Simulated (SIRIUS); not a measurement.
# Ga3Se (Pm-3m) in SIRIUS: reference runs

Aim: a first look at Ga3Se with PBE, on the cell as given.

All numbers are computed with SIRIUS 7.10.0; they aren't measurements. Logs are shortened: lines on timing, memory, paths and dates and some standing lists are left out, and cuts for length are marked. The log counts tension as positive stress, the text compression.

## (1) Starting point

It takes space group Pm-3m (No. 221, cubic). Conventional cell: a = 4.432 Å, b = 4.432 Å, c = 4.432 Å, α = 90.00°, β = 90.00°, γ = 90.00°. Se (site symmetry m-3m) is surrounded by 12 Ga at 3.13 Å. Ga (site symmetry 4/mmm) is surrounded by 4 Se at 3.13 Å and 8 Ga at 3.13 Å.

The cell comes from a database or a generator and needn't be the stable form of this composition.

## (2) Single point, PBE

Input file sirius.json:

```json
{
  "control": {
    "processing_unit": "cpu",
    "verbosity": 2,
    "num_bands_to_print": 38,
    "print_forces": true,
    "print_stress": true
  },
  "parameters": {
    "electronic_structure_method": "pseudopotential",
    "xc_functionals": ["XC_GGA_X_PBE", "XC_GGA_C_PBE"],
    "gk_cutoff": 9.3,
    "pw_cutoff": 18.6,
    "ngridk": [6, 6, 6],
    "shiftk": [0, 0, 0],
    "smearing": "fermi_dirac",
    "smearing_width": 0.0018374661,
    "num_bands": 38,
    "num_mag_dims": 0,
    "num_dft_iter": 100,
    "energy_tol": 1e-08,
    "density_tol": 1e-06
  },
  "iterative_solver": {
    "type": "davidson",
    "min_tolerance": 1e-09,
    "tolerance_scale": [0.1, 0.25]
  },
  "mixer": {
    "type": "anderson",
    "beta": 0.7,
    "max_history": 8
  },
  "settings": {
    "tol_ne": 1e-10,
    "pseudo_grid_cutoff": 6.5
  },
  "unit_cell": {
    "lattice_vectors": [
      [8.376144906989, 0.0, 0.0],
      [0.0, 8.376144906989, 0.0],
      [0.0, 0.0, 8.376144906989]
    ],
    "atom_coordinate_units": "lattice",
    "atom_types": ["Se", "Ga"],
    "atom_files": {
      "Ga": "Ga.json",
      "Se": "Se.json"
    },
    "atoms": {
      "Se": [
        [0.0, 0.0, 0.0]
      ],
      "Ga": [
        [0.5, 0.5, 0.0],
        [0.5, 0.0, 0.5],
        [0.0, 0.5, 0.5]
      ]
    }
  }
}
```

Potentials or basis: PseudoDojo 0.4.1 PBE standard (scalar relativistic).

Launch:

```
$ upf_to_json Ga.upf
$ upf_to_json Se.upf
$ OMP_NUM_THREADS=1 sirius.scf --input=sirius.json --output=out.json --task=0
```

Log:

```text
[info] SIRIUS version : 7.10.0
[info] number of MPI ranks           : 1
[info] MPI grid                      : 1 1
[info] maximum number of OMP threads : 1
[fft] FFT context for density and potential
[fft] =====================================
[fft]   comm size                             : 1
[fft]   plane wave cutoff                     : 18.6
[fft]   grid size                             : 54 54 54   total : 157464
[fft]   grid limits                           : -26 27   -26 27   -26 27
[fft]   number of G-vectors within the cutoff : 31995
[fft]   local number of G-vectors             : 31995
[fft]   number of G-shells                    : 1644
[fft] FFT context for coarse grid
[fft] =====================================
[fft]   comm size                             : 1
[fft]   plane wave cutoff                     : 18.6
[fft]   grid size                             : 54 54 54   total : 157464
[fft]   grid limits                           : -26 27   -26 27   -26 27
[fft]   number of G-vectors within the cutoff : 31995
[fft]   local number of G-vectors             : 31995
[fft]   number of G-shells                    : 1644
[unit cell] lattice vectors
[unit cell]   a1 :       8.3761449070      0.0000000000      0.0000000000
[unit cell]   a2 :       0.0000000000      8.3761449070      0.0000000000
[unit cell]   a3 :       0.0000000000      0.0000000000      8.3761449070
[unit cell] reciprocal lattice vectors
[unit cell]   b1 :       0.7501285349      0.0000000000      0.0000000000
[unit cell]   b2 :       0.0000000000      0.7501285349      0.0000000000
[unit cell]   b3 :       0.0000000000      0.0000000000      0.7501285349
[unit cell] unit cell volume :       587.66868079 [a.u.^3]
[unit cell] 1/sqrt(omega)    :         0.04125093
[unit cell] MT volume        :         0.00000000 ( 0.00%)
[unit cell] IT volume        :       587.66868079 (100.00%)
[unit cell] number of atom types : 2
[unit cell] type id : 0 symbol : Se mt_radius :  12.130000 num_atoms : 1
[unit cell] type id : 1 symbol : Ga mt_radius :  19.010000 num_atoms : 3
[unit cell] total number of atoms : 4
[unit cell] number of symmetry classes : 2
[unit cell] number of PAW atoms : 0
[unit cell] atom id  type id  class id             position                      vector_field
[unit cell] ------------------------------------------------------------------------------------------
[unit cell]      0        0        0      0.00000   0.00000   0.00000      0.00000   0.00000   0.00000
[unit cell]      1        1        1      0.50000   0.50000   0.00000      0.00000   0.00000   0.00000
[... 329 lines left out ...]
[find] iterative solver converged : true
[find] converged after 10 SCF iterations!
[find] Charges and magnetic moments
[find] --------------------------------------------------------------------------------
[find] total charge          : 55.000000
[find] Energy
[find] --------------------------------------------------------------------------------
[find] valence_eval_sum               :     -17.54439776
[find] <rho|V^{XC}>                   :     -57.28816998
[find] <rho|E^{XC}>                   :     -86.89354842
[find] <mag|B^{XC}>                   :       0.00000000
[find] <rho|V^{H}>                    :     191.25675659
[find] one-electron contribution      :    -151.51298436 (Ha),    -303.02596873 (Ry)
[find] hartree contribution           :      95.62837829
[find] xc contribution                :     -86.89354842
[find] ewald contribution             :    -207.88332341
[find] PAW contribution               :       0.00000000
[find] smearing (-TS)                 :      -0.00039909
[find] SCF correction                 :      -0.00000544
[find] Total energy                   :    -350.66148334 (Ha),    -701.32296669 (Ry)
[find] Free energy (E-TS)             :    -350.66188243 (Ha),    -701.32376487 (Ry)
[find] band gap (eV)                  :       0.00000000
[find] Efermi                         :       0.35154244
[ground_state] === stress tensor components [kbar] ===
[ground_state] === stress_kin ===
[ground_state] -88866.194818    0.000000    0.000000
[ground_state]     0.000000-88866.194818    0.000000
[ground_state]     0.000000    0.000000-88866.194818
[ground_state] === stress_har ===
[ground_state] -15958.445905    0.000000    0.000000
[ground_state]     0.000000-15958.445905    0.000000
[ground_state]     0.000000    0.000000-15958.445905
[ground_state] === stress_ewald ===
[ground_state] 34691.530175   -0.000000    0.000000
[ground_state]    -0.00000034691.530175   -0.000000
[ground_state]     0.000000   -0.00000034691.530175
[ground_state] === stress_vloc ===
[ground_state] -3126.131646    0.000000    0.000000
[ground_state]     0.000000-3126.131646   -0.000000
[ground_state]     0.000000   -0.000000-3126.131646
[ground_state] === stress_xc ===
[ground_state] -14268.566094    0.000000   -0.000000
[ground_state]     0.000000-14268.566094    0.000000
[ground_state]    -0.000000    0.000000-14268.566094
[ground_state] === stress_core ===
[ground_state] 24424.827852    0.000000    0.000000
[ground_state]     0.00000024424.827852    0.000000
[ground_state]     0.000000    0.00000024424.827852
[ground_state] === stress_nonloc ===
[ground_state] 63108.781902    0.000000    0.000000
[ground_state]     0.00000063108.781902   -0.000000
[ground_state]     0.000000   -0.00000063108.781902
[ground_state] === stress_us_nl ===
[ground_state] 63108.781902    0.000000    0.000000
[ground_state]     0.00000063108.781902   -0.000000
[ground_state]     0.000000   -0.00000063108.781902
[ground_state] === stress_total ===
[ground_state]     5.801466   -0.000000    0.000000
[ground_state]    -0.000000    5.801466   -0.000000
[ground_state]     0.000000   -0.000000    5.801466
[ground_state] ==== total Forces in Ha/bohr =====
[ground_state] atom:    0, force:       0.0000000      0.0000000      0.0000000
[ground_state] atom:    1, force:       0.0000000      0.0000000      0.0000000
[ground_state] atom:    2, force:       0.0000000      0.0000000      0.0000000
[ground_state] atom:    3, force:       0.0000000      0.0000000      0.0000000
[ground_state] ==== ultrasoft contribution from Qij =====
[ground_state] atom:    0, force:       0.0000000      0.0000000      0.0000000
[ground_state] atom:    1, force:       0.0000000      0.0000000      0.0000000
[ground_state] atom:    2, force:       0.0000000      0.0000000      0.0000000
[ground_state] atom:    3, force:       0.0000000      0.0000000      0.0000000
[ground_state] ==== non-local contribution from Beta-projector =====
[ground_state] atom:    0, force:       0.0000000      0.0000000      0.0000000
[ground_state] atom:    1, force:       0.0000000      0.0000000      0.0000000
[ground_state] atom:    2, force:       0.0000000      0.0000000      0.0000000
[ground_state] atom:    3, force:       0.0000000      0.0000000      0.0000000
[ground_state] ==== contribution from local potential =====
[ground_state] atom:    0, force:       0.0000000      0.0000000      0.0000000
[ground_state] atom:    1, force:       0.0000000      0.0000000      0.0000000
[ground_state] atom:    2, force:       0.0000000      0.0000000      0.0000000
[ground_state] atom:    3, force:       0.0000000      0.0000000      0.0000000
[ground_state] ==== contribution from core density =====
[ground_state] atom:    0, force:       0.0000000      0.0000000      0.0000000
[ground_state] atom:    1, force:       0.0000000      0.0000000      0.0000000
[ground_state] atom:    2, force:       0.0000000      0.0000000      0.0000000
[ground_state] atom:    3, force:       0.0000000      0.0000000      0.0000000
[ground_state] ==== Ewald forces from ions =====
[ground_state] atom:    0, force:       0.0000000      0.0000000      0.0000000
[ground_state] atom:    1, force:       0.0000000      0.0000000      0.0000000
[ground_state] atom:    2, force:       0.0000000      0.0000000      0.0000000
[ground_state] atom:    3, force:       0.0000000      0.0000000      0.0000000
[~DFT_ground_state] local op. applied: 17862
[~DFT_ground_state] evp. work count: 1828.89
[~DFT_ground_state] number of iterative solver steps: 939
```

It took 2.6 min on 1 thread of Arm Neoverse V1, shared host; peak memory 0.67 GiB.

Results:

* Free energy: -9541.9959 eV
* Pressure: -0.6 GPa
* Band gap on the k mesh: none (metal or under the smearing width)
